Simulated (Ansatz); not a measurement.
# InP: a run for elastic constants

The task is a run for elastic constants on InP. The structure is shown as the input types it.

The COD entry's cell or inner coordinates are ideal or old and differ from later refinements, so a difference from it is no clean test against experiment.

Program: Ansatz 0.2.0. Level of theory: Kohn-Sham DFT, with the functional, basis and potentials that each input names (as first typed). These are calculated values, not measurements.

### 1 The system as given

The structure is cubic, space group F-43m (No. 216). Conventional cell: a = 5.827 Å, b = 5.827 Å, c = 5.827 Å, α = 90.00°, β = 90.00°, γ = 90.00°. Around In (site symmetry -43m) lie 4 P at 2.52 Å. P (site symmetry -43m) has 4 In at 2.52 Å as nearest neighbours.

Coordinates:

```xyz
2
Lattice="0.0000 2.9137 2.9137 2.9137 0.0000 2.9137 2.9137 2.9137 0.0000" Properties=species:S:1:pos:R:3 pbc="T T T"
In    0.0000    0.0000    0.0000
P     4.3705    4.3705    4.3705
```

### 2 Input and run

input.yaml

```yaml
crystal:
  lattice:
    - [0.0, 2.91367099241, 2.91367099241]
    - [2.91367099241, 0.0, 2.91367099241]
    - [2.91367099241, 2.91367099241, 0.0]
  atoms:
    - { symbol: In, position: [0.0, 0.0, 0.0] }
    - { symbol: P, position: [0.75, 0.75, 0.75] }
kpoints:
  mp_grid: { grid: [6, 6, 6] }
scf:
  occupations: { method: fixed }
  max_iter: 80
hamiltonian:
  xc: lda
  pseudopotentials: { kind: paw }
  hubbard: { sites: [{ species: In, l: f, u_eff: 30.0 }] }
elastic:
  mode: relaxed_ion
  stencil: four_point
  amplitude: 0.008
```

Command:

```sh
ansatz run input.yaml --threads 1 --pin off --max-ram 2560MiB --backend cpu --events-out ev --progress --plain --runs-dir out
```

What happens when this is run?

The program refused the input before any cycle. Its message: «inconsistent input (hamiltonian.hubbard.sites[].l, hamiltonian.hubbard.sites[].shell): the file of In doesn't list 4f, and it can't be added: PBE doesn't bind the shell 4f of the free atom, whose level lies at +1.00 eV ...»

The suspect setting: hamiltonian.hubbard.sites is [{species: In, l: f, u_eff: 30.0}]. The Hubbard term names a species or shell that the system's potentials don't have.

Remedy: delete hamiltonian.hubbard.sites.
